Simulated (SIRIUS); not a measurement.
HfC: equation of state with PBEsol

The system is HfC.

```
Hf C
1.0
     3.34287    0.00000    0.00000
    -1.67143    2.89501    0.00000
     0.00000    0.00000    5.20271
Hf C
2 2
Direct
  0.33333 0.66667 0.25000
  0.66667 0.33333 0.75000
  0.00000 0.00000 0.50000
  0.00000 0.00000 0.00000
```

The cell comes from a database or a generator and needn't be the stable form of this composition.

```yaml
Program: SIRIUS 7.12.0
Task: equation of state
Functional: PBEsol
Potentials_or_basis: all-electron FP-LAPW
Cutoff: 249 eV
Basis: apw+lo standard
k_mesh: 9 × 9 × 5
Occupations: fermi-dirac, width 0.05 eV
Spin: no spin polarisation
```

The equilibrium volume is 12.20 Å³/atom and the bulk modulus at fixed shape and positions is 247 GPa. The pressure derivative of the bulk modulus is 4.1.

Energy against volume, from the lowest point:
```csv
volume (Å³/atom),energy (meV/atom)
11.832,8.06
12.084,0.00
12.336,0.34
12.587,8.26
12.839,23.01
13.091,43.92
13.343,70.33
```

All runs of the series together: 33 min on 1 thread of Arm Neoverse V2 (shared host).

Caveat: the cell was scaled at fixed shape and fractional positions, which overstates the stiffness of a crystal with free parameters, most of all of layers and chains. The run has no spin-orbit coupling, so splittings on Hf are missing.
